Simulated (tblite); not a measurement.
# C5H10FPSi: the cost of one run

Programs: tblite 0.8.0 and PySCF 2.14.0, with density-fitted response routines of our own. Each step states its level of theory. These are calculated values for one molecule in the gas phase, unless marked as measured. Atoms are numbered from 0 throughout.

## (1) The starting structure

18 atoms, charge 0, multiplicity 1; geometry from: force field or distance geometry start.

Bonds of the start (Å): C0–C1 1.32, C1–C2 1.51, C2–C3 1.58, C3–Si4 1.89, Si4–P5 2.19, Si4–C6 1.89, C6–F7 1.36, C6–C2 1.57, C0–H8 1.09, C0–H9 1.08, C1–H10 1.10, C2–H11 1.10, C3–H12 1.08, C3–H13 1.10, Si4–H14 1.48, P5–H15 1.43, P5–H16 1.41, C6–H17 1.11.

## (2) Optimising the geometry with GFN2-xTB

The job: settings as JSON, then the geometry in Å.

```
{"job": {"kind": "relax", "xc": "GFN2-xTB", "basis": "xTB"}, "charge": 0, "multiplicity": 1}
C     -2.705700     0.432200    -1.022100
C     -1.974400    -0.225000    -0.139600
C     -0.524300     0.126200     0.066900
C      0.390200    -0.223800    -1.167200
Si     1.794500    -0.551900     0.061100
P      2.957700     1.241700     0.540200
C      0.227900    -0.791800     1.092600
F      0.328400    -0.316700     2.363700
H     -3.757700     0.184800    -1.159000
H     -2.310800     1.236200    -1.624600
H     -2.411800    -1.021500     0.471500
H     -0.466700     1.190300     0.349800
H      0.546500     0.583100    -1.861800
H      0.107200    -1.135000    -1.710300
H      2.592400    -1.764200    -0.213500
H      3.386400     0.846400     1.844000
H      1.899000     2.046100     1.022300
H     -0.087500    -1.850700     1.074600
```

The run is started by

```
> OMP_NUM_THREADS=1 python probes_run.py task.json out
```

This one command runs all jobs of the session in turn.

Q: Estimate the wall time and peak memory of this first job on 1 thread of Arm Neoverse V1, shared host.

About 1.8 s, with a peak of 0.18 GiB.
